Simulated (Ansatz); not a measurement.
# ClF2H2NSi: rotation by 120° about the N1–Si2 bond

How high is the barrier for the rotation by 120° about the N1–Si2 bond? Relax the two ends, then run a nudged elastic band between them. SMILES of the start: N[Si](F)(F)Cl.

All numbers below are computed with Ansatz 0.2.0 (RKS B3LYP/def2-SVP).

### 1 The starting structure

Bond lengths: N1–Si2 1.641 Å, Si2–F3 1.563 Å, Si2–F4 1.548 Å, Si2–Cl5 2.050 Å, N1–H6 1.075 Å, N1–H7 1.044 Å. Angles: N1–Si2–F3 106.2°, N1–Si2–F4 110.4°, N1–Si2–Cl5 109.7°, F3–Si2–F4 109.8°, F3–Si2–Cl5 110.9°, F4–Si2–Cl5 109.8°, Si2–N1–H6 107.7°, Si2–N1–H7 108.7°, H6–N1–H7 101.7°.

Coordinates:

```xyz
7

N    -0.6836    0.4076    0.7468
Si    0.3422   -0.4864   -0.1710
F     1.5799   -0.7929    0.7324
F    -0.3339   -1.8108   -0.6014
Cl    0.8941    0.5836   -1.8297
H    -1.5053    0.7056    0.1215
H    -0.2322    1.3253    0.9557
```

### 2 Relaxing end A

The input, input.yaml:

```yaml
crystal:
  periodic: [false, false, false]
  atoms:
    - { symbol: "N", position_ang: [-0.6836, 0.4076, 0.7468] }
    - { symbol: Si, position_ang: [0.3422, -0.4864, -0.171] }
    - { symbol: F, position_ang: [1.5799, -0.7929, 0.7324] }
    - { symbol: F, position_ang: [-0.3339, -1.8108, -0.6014] }
    - { symbol: Cl, position_ang: [0.8941, 0.5836, -1.8297] }
    - { symbol: H, position_ang: [-1.5053, 0.7056, 0.1215] }
    - { symbol: H, position_ang: [-0.2322, 1.3253, 0.9557] }
basis:
  gaussian: { orbitals: def2-SVP }
hamiltonian:
  xc: b3lyp
relax:
  f_tol: 0.015
  max_steps: 40
output:
  orbitals: {}
```

Launch:

```sh
> ansatz run input.yaml --threads 1 --pin off --max-ram 2048MiB --backend cpu --events-out ev --progress --plain --runs-dir out
```

The program printed, cut to the lines that bear on the results:

```text
Warning: RAYON_NUM_THREADS=1 ignored (pool sized by the plan → 1); use --threads N
[...]
Functional definition: B3LYP
[...]
882 factors; integrals over basis functions are off by at most 3.3e-4 eV
[...]
mean field -27350.71314281 eV, -1005.1201690192 hartree, gradient 5.2e-5 eV, S^2 0.000000; 0 other end points of the search recorded, 0 dependent functions left out
[...]
reference -27350.71335075 eV, -1005.1201766609 hartree; 29, 29 occupied and 59, 59 virtual orbitals, 882 factors
relax step   1: F+E_penalty+E_count = -27350.71314281 eV  Δ(F+E_penalty+E_count) = +0.000e0 eV  max|allowed force component| = 3.032e0 eV/Å  Δτ_max = 0.0000 Å  (25 SCF iters, accepted)
[...]
relax step   3: F+E_penalty+E_count = -27351.13236617 eV  Δ(F+E_penalty+E_count) = -1.064e-1 eV  max|allowed force component| = 2.990e-1 eV/Å  Δτ_max = 0.0633 Å  (24 SCF iters, accepted)
[...]
relax step   5: F+E_penalty+E_count = -27351.17156013 eV  Δ(F+E_penalty+E_count) = -4.318e-3 eV  max|allowed force component| = 2.750e-1 eV/Å  Δτ_max = 0.0506 Å  (24 SCF iters, accepted)
[...]
relax step   7: F+E_penalty+E_count = -27351.17613743 eV  Δ(F+E_penalty+E_count) = -4.577e-3 eV  max|allowed force component| = 7.772e-2 eV/Å  Δτ_max = 0.0951 Å  (28 SCF iters, accepted)
[...]
relax step   9: F+E_penalty+E_count = -27351.17701727 eV  Δ(F+E_penalty+E_count) = -8.798e-4 eV  max|allowed force component| = 2.832e-2 eV/Å  Δτ_max = 0.0178 Å  (25 SCF iters, accepted)
[...]
relax step  10: F+E_penalty+E_count = -27351.17723127 eV  Δ(F+E_penalty+E_count) = -2.140e-4 eV  max|allowed force component| = 4.471e-3 eV/Å  Δτ_max = 0.0179 Å  (24 SCF iters, accepted)
882 factors; integrals over basis functions are off by at most 3.3e-4 eV
mean field -27351.17723127 eV, -1005.1372239554 hartree, gradient 6.9e-5 eV, S^2 0.000000; 1 other end points of the search recorded, 0 dependent functions left out
[...]
reference -27351.17743358 eV, -1005.1372313900 hartree; 29, 29 occupied and 59, 59 virtual orbitals, 882 factors
Total energy: -27351.17743358 eV, -1005.1372313900 hartree
Atom 0 at    -0.709306     0.549544     0.609002 Å, force    -0.002071     0.000780     0.000830 eV/Å
Atom 1 at     0.370358    -0.423710    -0.253627 Å, force     0.002562     0.003218    -0.000298 eV/Å
Atom 2 at     1.643109    -0.699358     0.689358 Å, force     0.001247     0.001973     0.000686 eV/Å
Atom 3 at    -0.318220    -1.827593    -0.628309 Å, force    -0.004471    -0.002368    -0.002150 eV/Å
Atom 4 at     1.074214     0.335996    -2.027804 Å, force     0.001490    -0.001211     0.000602 eV/Å
Atom 5 at    -1.625663     0.798615     0.252913 Å, force    -0.000170    -0.002322     0.000868 eV/Å
Atom 6 at    -0.373292     1.198505     1.312766 Å, force     0.001414    -0.000071    -0.000539 eV/Å
Dipole moment:    -0.355832     0.474751     0.197611 e Å
```

Wall time 68 s (1 thread of Arm Neoverse N1, shared host); peak memory 0.18 GiB.

Relaxation path:

| step | energy from step 1 (eV) | largest force component (eV/Å) |
| --- | --- | --- |
| 1 | 0.0000 | 3.0320 |
| 2 | -0.3128 | 1.4505 |
| 3 | -0.4192 | 0.2990 |
| 4 | -0.4541 | 0.3501 |
| 5 | -0.4584 | 0.2750 |
| 6x | -0.3610 | 2.0791 |
| 7 | -0.4630 | 0.0777 |
| 8x | -0.4607 | 0.3102 |
| 9 | -0.4639 | 0.0283 |
| 10 | -0.4641 | 0.0045 |

Step 1 is the start. 2 steps were tried and not accepted (marked x).

After: Bond lengths: N1–Si2 1.690 Å, Si2–F3 1.608 Å, Si2–F4 1.608 Å, Si2–Cl5 2.054 Å, N1–H6 1.014 Å, N1–H7 1.015 Å. Angles: N1–Si2–F3 107.8°, N1–Si2–F4 110.4°, N1–Si2–Cl5 116.5°, F3–Si2–F4 109.0°, F3–Si2–Cl5 107.4°, F4–Si2–Cl5 105.6°, Si2–N1–H6 122.6°, Si2–N1–H7 120.7°, H6–N1–H7 112.7°.

### 3 Relaxing end B

The second end starts from a geometry with the move made by hand.

The input, input.yaml:

```yaml
crystal:
  periodic: [false, false, false]
  atoms:
    - { symbol: "N", position_ang: [-0.6836, 0.4076, 0.7468] }
    - { symbol: Si, position_ang: [0.3422, -0.4864, -0.171] }
    - { symbol: F, position_ang: [0.70604, 0.39953, -1.40579] }
    - { symbol: F, position_ang: [1.62438, -0.82537, 0.62744] }
    - { symbol: Cl, position_ang: [-0.58782, -2.21538, -0.7596] }
    - { symbol: H, position_ang: [-1.5053, 0.7056, 0.1215] }
    - { symbol: H, position_ang: [-0.2322, 1.3253, 0.9557] }
basis:
  gaussian: { orbitals: def2-SVP }
hamiltonian:
  xc: b3lyp
relax:
  f_tol: 0.015
  max_steps: 40
```

Launch:

```sh
> ansatz run input.yaml --threads 1 --pin off --max-ram 2048MiB --backend cpu --events-out ev --progress --plain --runs-dir out
```

The program printed, cut to the lines that bear on the results:

```text
Warning: RAYON_NUM_THREADS=1 ignored (pool sized by the plan → 1); use --threads N
[...]
[... 1 set-up line as earlier in the session ...]
[...]
884 factors; integrals over basis functions are off by at most 3.2e-4 eV
[...]
mean field -27350.67039226 eV, -1005.1185979653 hartree, gradient 1.4e-5 eV, S^2 0.000000; 0 other end points of the search recorded, 0 dependent functions left out
[...]
reference -27350.67059759 eV, -1005.1186055109 hartree; 29, 29 occupied and 59, 59 virtual orbitals, 884 factors
relax step   1: F+E_penalty+E_count = -27350.67039226 eV  Δ(F+E_penalty+E_count) = +0.000e0 eV  max|allowed force component| = 2.948e0 eV/Å  Δτ_max = 0.0000 Å  (27 SCF iters, accepted)
[...]
relax step   4: F+E_penalty+E_count = -27351.16068296 eV  Δ(F+E_penalty+E_count) = -2.571e-2 eV  max|allowed force component| = 4.543e-1 eV/Å  Δτ_max = 0.0646 Å  (25 SCF iters, accepted)
[...]
mean field -27351.19057620 eV, -1005.1377143724 hartree, gradient 7.0e-5 eV, S^2 0.000000; 1 other end points of the search recorded, 0 dependent functions left out
[...]
reference -27351.19077977 eV, -1005.1377218536 hartree; 29, 29 occupied and 59, 59 virtual orbitals, 884 factors
Total energy: -27351.19077977 eV, -1005.1377218536 hartree
Atom 0 at    -0.668512     0.594979     0.571882 Å, force    -0.008426     0.013488     0.006360 eV/Å
Atom 1 at     0.360563    -0.457489    -0.253443 Å, force    -0.000208    -0.004076    -0.004961 eV/Å
Atom 2 at     1.006763     0.147398    -1.601870 Å, force     0.001322     0.002840    -0.001386 eV/Å
Atom 3 at     1.635088    -0.816154     0.661934 Å, force     0.001533    -0.001863     0.001730 eV/Å
Atom 4 at    -0.657526    -2.153118    -0.772288 Å, force    -0.000284     0.001258     0.003087 eV/Å
Atom 5 at    -1.674624     0.572282     0.452520 Å, force     0.012005    -0.000460     0.001114 eV/Å
Atom 6 at    -0.338051     1.422982     1.056315 Å, force    -0.005942    -0.011187    -0.005944 eV/Å
Dipole moment:    -0.423569     0.379767     0.237814 e Å
```

Run time: 90 s. Hardware: 1 thread of Arm Neoverse N1, shared host; peak memory 0.27 GiB.

Step by step:

| step | energy from step 1 (eV) | largest force component (eV/Å) |
| --- | --- | --- |
| 1 | 0.0000 | 2.9477 |
| 2 | -0.3296 | 1.1844 |
| 3 | -0.4646 | 0.4543 |
| 4 | -0.4903 | 0.4543 |
| 5 | -0.5058 | 0.5317 |
| 6 | -0.5075 | 0.4882 |
| 7 | -0.5190 | 0.1954 |
| 8 | -0.5190 | 0.1954 |
| 9x | -0.5140 | 0.5668 |
| 10 | -0.5198 | 0.0719 |
| 11 | -0.5200 | 0.0254 |
| 12 | -0.5200 | 0.0270 |
| 13 | -0.5201 | 0.0047 |
| 14 | -0.5202 | 0.0135 |

Step 1 is the start. 1 step was tried and not accepted (marked x).

After: Bond lengths: N1–Si2 1.688 Å, Si2–F3 1.613 Å, Si2–F4 1.610 Å, Si2–Cl5 2.045 Å, N1–H6 1.013 Å, N1–H7 1.015 Å. Angles: N1–Si2–F3 114.8°, N1–Si2–F4 110.1°, N1–Si2–Cl5 109.7°, F3–Si2–F4 104.0°, F3–Si2–Cl5 107.4°, F4–Si2–Cl5 110.7°, Si2–N1–H6 122.3°, Si2–N1–H7 122.9°, H6–N1–H7 113.4°.

### 4 Nudged elastic band

crystal.atoms is end A as relaxed above, and neb.final_atoms is end B, turned to lie on A. With 5 inner images the band has 7 in all.

The input, input.yaml:

```yaml
crystal:
  periodic: [false, false, false]
  atoms:
    - { symbol: "N", position_ang: [-0.709306, 0.549544, 0.609002] }
    - { symbol: Si, position_ang: [0.370358, -0.42371, -0.253627] }
    - { symbol: F, position_ang: [1.643109, -0.699358, 0.689358] }
    - { symbol: F, position_ang: [-0.31822, -1.827593, -0.628309] }
    - { symbol: Cl, position_ang: [1.074214, 0.335996, -2.027804] }
    - { symbol: H, position_ang: [-1.625663, 0.798615, 0.252913] }
    - { symbol: H, position_ang: [-0.373292, 1.198505, 1.312766] }
basis:
  gaussian: { orbitals: def2-SVP }
hamiltonian:
  xc: b3lyp
neb:
  order_check: false
  images: 5
  f_tol: 0.03
  max_iterations: 60
  initial_path: idpp
  final_atoms:
    - { symbol: "N", position_ang: [-0.72804197, 0.60694943, 0.49468416] }
    - { symbol: Si, position_ang: [0.3925301, -0.41551229, -0.24473172] }
    - { symbol: F, position_ang: [1.79484699, -0.56145017, 0.53880359] }
    - { symbol: F, position_ang: [-0.18130404, -1.91843223, -0.29872857] }
    - { symbol: Cl, position_ang: [0.81299518, 0.26626875, -2.12602032] }
    - { symbol: H, position_ang: [-0.83486232, 1.57792809, 0.22484411] }
    - { symbol: H, position_ang: [-1.19496394, 0.37624742, 1.36544775] }
```

Launch:

```sh
> ansatz run input.yaml --threads 1 --pin off --max-ram 2048MiB --backend cpu --events-out ev --progress --plain --runs-dir out
```

The program printed, cut to the lines that bear on the results:

```text
Warning: RAYON_NUM_THREADS=1 ignored (pool sized by the plan → 1); use --threads N
[...]
[... 1 set-up line as earlier in the session ...]
[...]
881 factors; integrals over basis functions are off by at most 3.6e-4 eV
[...]
mean field -27351.17723743 eV, -1005.1372241817 hartree, gradient 1.5e-5 eV, S^2 0.000000; 0 other end points of the search recorded, 0 dependent functions left out
[...]
reference -27351.17744346 eV, -1005.1372317530 hartree; 29, 29 occupied and 59, 59 virtual orbitals, 881 factors
881 factors; integrals over basis functions are off by at most 6.2e-4 eV
[...]
mean field -27351.19059349 eV, -1005.1377150078 hartree, gradient 1.3e-5 eV, S^2 0.000000; 0 other end points of the search recorded, 0 dependent functions left out
[...]
reference -27351.19079603 eV, -1005.1377224511 hartree; 29, 29 occupied and 59, 59 virtual orbitals, 881 factors
[...]
mean field -27351.17683422 eV, -1005.1372093639 hartree, gradient 7.0e-5 eV, S^2 0.000000; 0 other end points of the search recorded, 0 dependent functions left out
[...]
reference -27351.17703996 eV, -1005.1372169248 hartree; 29, 29 occupied and 59, 59 virtual orbitals, 881 factors
[...]
881 factors; integrals over basis functions are off by at most 3.6e-4 eV
mean field -27351.17921219 eV, -1005.1372967527 hartree, gradient 7.4e-5 eV, S^2 0.000000; 0 other end points of the search recorded, 0 dependent functions left out
[...]
reference -27351.17941928 eV, -1005.1373043634 hartree; 29, 29 occupied and 59, 59 virtual orbitals, 881 factors
[...]
881 factors; integrals over basis functions are off by at most 3.9e-4 eV
mean field -27351.18399667 eV, -1005.1374725793 hartree, gradient 7.5e-5 eV, S^2 0.000000; 0 other end points of the search recorded, 0 dependent functions left out
[...]
reference -27351.18420272 eV, -1005.1374801515 hartree; 29, 29 occupied and 59, 59 virtual orbitals, 881 factors
[...]
882 factors; integrals over basis functions are off by at most 5.8e-4 eV
```

### 5 The log goes on: band between the two ends

Output, continued, cut to the lines that bear on the results:

```text
mean field -27351.18731096 eV, -1005.1375943770 hartree, gradient 7.5e-5 eV, S^2 0.000000; 0 other end points of the search recorded, 0 dependent functions left out
[...]
reference -27351.18751655 eV, -1005.1376019324 hartree; 29, 29 occupied and 59, 59 virtual orbitals, 882 factors
[...]
882 factors; integrals over basis functions are off by at most 7.6e-4 eV
mean field -27351.18921622 eV, -1005.1376643940 hartree, gradient 7.4e-5 eV, S^2 0.000000; 0 other end points of the search recorded, 0 dependent functions left out
[...]
reference -27351.18942073 eV, -1005.1376719097 hartree; 29, 29 occupied and 59, 59 virtual orbitals, 882 factors
NEB iter   4: max|band force component| = 5.470e-2 eV/Å  barrier→ = 0.0004 eV  barrier← = 0.0138 eV  CI = image 1  Δτ_max = 0.0345 Å  (124 SCF iters)
[...]
NEB iter   6: max|band force component| = 7.175e-2 eV/Å  barrier→ = 0.0002 eV  barrier← = 0.0135 eV  CI = image 1  Δτ_max = 0.0172 Å  (124 SCF iters)
[...]
NEB iter   7: max|band force component| = 2.688e-2 eV/Å  barrier→ = 0.0002 eV  barrier← = 0.0136 eV  CI = image 1  Δτ_max = 0.0000 Å  (256 SCF iters)
Total energy: -27351.17724202 eV, -1005.1372243505 hartree
Atom 0 at    -0.711944     0.569324     0.578096 Å, force     0.009430     0.001855     0.000760 eV/Å
Atom 1 at     0.368693    -0.424585    -0.256752 Å, force    -0.007345     0.003594     0.004290 eV/Å
Atom 2 at     1.646451    -0.645804     0.694894 Å, force    -0.001309     0.002145    -0.005275 eV/Å
Atom 3 at    -0.267588    -1.866476    -0.580739 Å, force     0.001097    -0.003689    -0.001682 eV/Å
Atom 4 at     1.013932     0.299123    -2.065733 Å, force     0.002756    -0.002305     0.000864 eV/Å
Atom 5 at    -1.575166     0.922318     0.181486 Å, force     0.000769    -0.000133     0.000503 eV/Å
Atom 6 at    -0.413178     1.078098     1.403048 Å, force    -0.005397    -0.001467     0.000540 eV/Å
Dipole moment:    -0.355295     0.466996     0.210839 e Å
this run last wrote the band of iteration 7 to <dir>
```

It took 3.6 min on 1 thread of Arm Neoverse N1, shared host; peak memory 0.27 GiB.

### 6 The band, image by image

The 5 inner images lie between the fixed ends 0 and 6. Energy is taken from image 0, and the path length is the program's own coordinate along the band.

| image | path (Å) | energy (eV) | dihedral H7–N1–Si2–Cl5 (°) | band force (eV/Å) |
| --- | --- | --- | --- | --- |
| 0 | 0.000 | 0.0000 | -92 | - |
| 1* | 0.252 | 0.0002 | -107 | 0.009 |
| 2 | 0.584 | -0.0035 | -130 | 0.018 |
| 3 | 0.912 | -0.0104 | -151 | 0.026 |
| 4 | 1.238 | -0.0130 | -170 | 0.027 |
| 5 | 1.562 | -0.0125 | -179 | 0.013 |
| 6 | 1.886 | -0.0134 | 169 | - |

The star marks the climbing image.

image, energy (eV) and a bar:
```
        0      0.000 ##############################
        1      0.000 ##############################
        2     -0.004 ######################
        3     -0.010 #######
        4     -0.013 #
        5     -0.013 ##
        6     -0.013
```

The top of the band by iteration:

| iteration | highest image above image 0 (eV) | largest band force (eV/Å) |
| --- | --- | --- |
| 1 | 0.0286 | 0.357 |
| 2 | 0.0088 | 0.310 |
| 3 | 0.0013 | 0.105 |
| 4 | 0.0004 | 0.055 |
| 5 | 0.0003 | 0.101 |
| 6 | 0.0002 | 0.072 |
| 7 | 0.0002 | 0.027 |

The band as a trajectory file:

```xyz
7
image=0 dE=0.0000
N    -0.709    0.550    0.609
Si    0.370   -0.424   -0.254
F     1.643   -0.699    0.689
F    -0.318   -1.828   -0.628
Cl    1.074    0.336   -2.028
H    -1.626    0.799    0.253
H    -0.373    1.199    1.313
7
image=1 dE=0.0002
N    -0.712    0.569    0.578
Si    0.369   -0.425   -0.257
F     1.646   -0.646    0.695
F    -0.268   -1.866   -0.581
Cl    1.014    0.299   -2.066
H    -1.575    0.922    0.181
H    -0.413    1.078    1.403
7
image=2 dE=-0.0035
N    -0.687    0.619    0.538
Si    0.374   -0.423   -0.256
F     1.666   -0.608    0.685
F    -0.217   -1.902   -0.503
Cl    0.928    0.260   -2.107
H    -1.482    1.071    0.103
H    -0.521    0.914    1.494
7
image=3 dE=-0.0104
N    -0.658    0.656    0.526
Si    0.384   -0.421   -0.248
F     1.714   -0.586    0.645
F    -0.187   -1.920   -0.413
Cl    0.845    0.231   -2.131
H    -1.360    1.204    0.042
H    -0.676    0.768    1.533
7
image=4 dE=-0.0130
N    -0.645    0.666    0.529
Si    0.397   -0.419   -0.234
F     1.773   -0.565    0.591
F    -0.161   -1.929   -0.321
Cl    0.763    0.211   -2.144
H    -1.214    1.325    0.011
H    -0.851    0.644    1.522
7
image=5 dE=-0.0125
N    -0.689    0.631    0.515
Si    0.396   -0.424   -0.229
F     1.815   -0.513    0.532
F    -0.128   -1.947   -0.228
Cl    0.710    0.184   -2.156
H    -1.043    1.455    0.044
H    -0.999    0.546    1.477
7
image=6 dE=-0.0134
N    -0.730    0.622    0.472
Si    0.394   -0.422   -0.230
F     1.800   -0.528    0.554
F    -0.170   -1.930   -0.222
Cl    0.804    0.187   -2.138
H    -0.844    1.581    0.165
H    -1.193    0.423    1.353
```

### 7 Frequencies at the highest image

The geometry is the highest inner image of the first converged band.

The input, input.yaml:

```yaml
crystal:
  periodic: [false, false, false]
  atoms:
    - { symbol: "N", position_ang: [-0.711944, 0.569324, 0.578096] }
    - { symbol: Si, position_ang: [0.368693, -0.424585, -0.256752] }
    - { symbol: F, position_ang: [1.646451, -0.645804, 0.694894] }
    - { symbol: F, position_ang: [-0.267588, -1.866476, -0.580739] }
    - { symbol: Cl, position_ang: [1.013932, 0.299123, -2.065733] }
    - { symbol: H, position_ang: [-1.575166, 0.922318, 0.181486] }
    - { symbol: H, position_ang: [-0.413178, 1.078098, 1.403048] }
basis:
  gaussian: { orbitals: def2-SVP }
hamiltonian:
  xc: b3lyp
phonons: {}
```

Launch:

```sh
> ansatz run input.yaml --threads 1 --pin off --max-ram 2048MiB --backend cpu --events-out ev --progress --plain --runs-dir out
```

The program printed, cut to the lines that bear on the results:

```text
Warning: RAYON_NUM_THREADS=1 ignored (pool sized by the plan → 1); use --threads N
[...]
[... 1 set-up line as earlier in the session ...]
[...]
882 factors; integrals over basis functions are off by at most 3.6e-4 eV
[...]
mean field -27351.17703791 eV, -1005.1372168495 hartree, gradient 1.3e-5 eV, S^2 0.000000; 0 other end points of the search recorded, 0 dependent functions left out
[...]
reference -27351.17724310 eV, -1005.1372243900 hartree; 29, 29 occupied and 59, 59 virtual orbitals, 882 factors
[...]
882 factors; integrals over basis functions are off by at most 3.6e-4 eV
mean field -27351.17688934 eV, -1005.1372113897 hartree, gradient 1.9e-6 eV, S^2 0.000000; 0 other end points of the search recorded, 0 dependent functions left out
[...]
reference -27351.17709456 eV, -1005.1372189313 hartree; 29, 29 occupied and 59, 59 virtual orbitals, 882 factors
[...]
882 factors; integrals over basis functions are off by at most 3.6e-4 eV
[...]
WARN: phonons: modes at or below zero, which the zero-point energy, F, S and C_V leave out: 1, the lowest at -72.17 cm⁻¹. A minimum has none, and a first-order saddle one
Total energy: -27351.17724310 eV, -1005.1372243900 hartree
Atom 0 at    -0.711944     0.569324     0.578096 Å, force     0.009396     0.001919     0.000794 eV/Å
Atom 1 at     0.368693    -0.424585    -0.256752 Å, force    -0.007367     0.003653     0.004345 eV/Å
Atom 2 at     1.646451    -0.645804     0.694894 Å, force    -0.001314     0.002087    -0.005346 eV/Å
Atom 3 at    -0.267588    -1.866476    -0.580739 Å, force     0.001131    -0.003724    -0.001673 eV/Å
Atom 4 at     1.013932     0.299123    -2.065733 Å, force     0.002736    -0.002297     0.000891 eV/Å
Atom 5 at    -1.575166     0.922318     0.181486 Å, force     0.000816    -0.000178     0.000431 eV/Å
Atom 6 at    -0.413178     1.078098     1.403048 Å, force    -0.005398    -0.001460     0.000558 eV/Å
Dipole moment:    -0.355297     0.466996     0.210840 e Å
Vibrations: -72.17 208.85 237.35 271.05 299.66 326.45 337.47 557.99 780.80 838.72 976.71 991.87 1524.04 3595.31 3694.20 cm⁻¹, zero-point energy 0.907593 eV
```

Run time: 2.5 min. Hardware: 1 thread of Arm Neoverse N1, shared host; peak memory 0.27 GiB.

Of 15 modes, 1 is imaginary by more than 30 cm⁻¹ (72i cm⁻¹).

### 8 Results

```
                    quantity                     value
                       end A   7 moves, 0.464 eV lower
                       end B  12 moves, 0.520 eV lower
            barrier forwards                  0.000 eV
           barrier backwards                  0.014 eV
second end relative to first                 -0.013 eV
               highest image     1 of 0 to 6, climbing
             band iterations                         7
  imaginary modes at the top                  72i cm⁻¹
```

In words: Along this path the system climbs 0.000 eV from the first end (0.0 kT at 300 K). The second end lies 0.013 eV below the first, so the way back costs 0.014 eV. One side of the top is under 10 meV high, within the band's own error, so that end is barely a minimum along this path. The listed dihedral goes from -92° at end A through -107° at the highest image to 169° at end B; the relaxed ends differ by 99° in it rather than the 120° set up, and other torsions can move along the band as well. The top lies far from the middle of that turn, so other motions may share in it and the barrier need not be this torsion's alone. The image tested for vibrations has 1 imaginary mode over 30 cm⁻¹, but on so flat a path that settles little. Zero-point energy and entropy are left out.
